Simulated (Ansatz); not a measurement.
# C2H3ClGe, SMILES Cl[C]1=[CH][GeH2]1: vertical spin-state energies

With the Python package of Ansatz (0.2.0).

Notebook, run cell by cell (the value of a cell's last expression is shown):

In [1]:
```python
import ansatz
```

In [2]:
```python
molecule = (
    ansatz.Crystal.molecule()
    .atom("Cl", (-1.4942, -2.1534, 0.8786))
    .atom("C", (-0.4773, -0.8268, 0.3361))
    .atom("C", (0.8669, -0.3677, 0.1508))
    .atom("Ge", (-0.2652, 0.8527, -0.3726))
    .atom("H", (1.9568, -0.6, 0.2581))
    .atom("H", (-0.2956, 2.0567, 0.611))
    .atom("H", (-0.2301, 0.9703, -1.9077))
)
```

In [3]:
```python
base = (
    molecule.calculation()
    .basis(gaussian="6-31G*")
    .functional("hf")
)
found = {}
for unpaired in [0, 2]:
    report = base.spin("collinear", total=unpaired).run().report
    s = unpaired / 2
    found[unpaired] = report["free_energy_ev"]
    print(f"2S+1 = {unpaired + 1}: E = {found[unpaired]:.5f} eV, <S^2> = {abs(report['mean_field']['state']['spin_squared']):.3f} (pure state {s * (s + 1):.2f})")
lowest = min(found, key=found.get)
for unpaired, e in found.items():
    print(f"multiplicity {unpaired + 1}: {(e - found[lowest]):.3f} eV above the lowest")
```
```text
2S+1 = 1: E = -71073.00712 eV, <S^2> = 0.223 (pure state 0.00)
2S+1 = 3: E = -71070.37335 eV, <S^2> = 2.058 (pure state 2.00)
multiplicity 1: 0.000 eV above the lowest
multiplicity 3: 2.634 eV above the lowest
```

In order: multiplicity 1 (+0.00 eV) and multiplicity 3 (+2.63 eV), all at the one geometry.

What to keep in mind:
- Total energies depend on the basis set; only differences at equal settings carry meaning.
- The geometry is a force-field or estimated start, not a minimum of this method, and the basis set is short of its limit. All parts are taken at fixed geometry, without zero-point energy.
- The expectation value of S² is noticeably off S(S+1) in at least one run, so that state is spin-contaminated.
- Hartree-Fock leaves correlation out, so it favours high-spin states too much.
- The whole script took 10 s on 1 thread of Arm Neoverse V2 (shared host), peak memory 0.29 GiB.
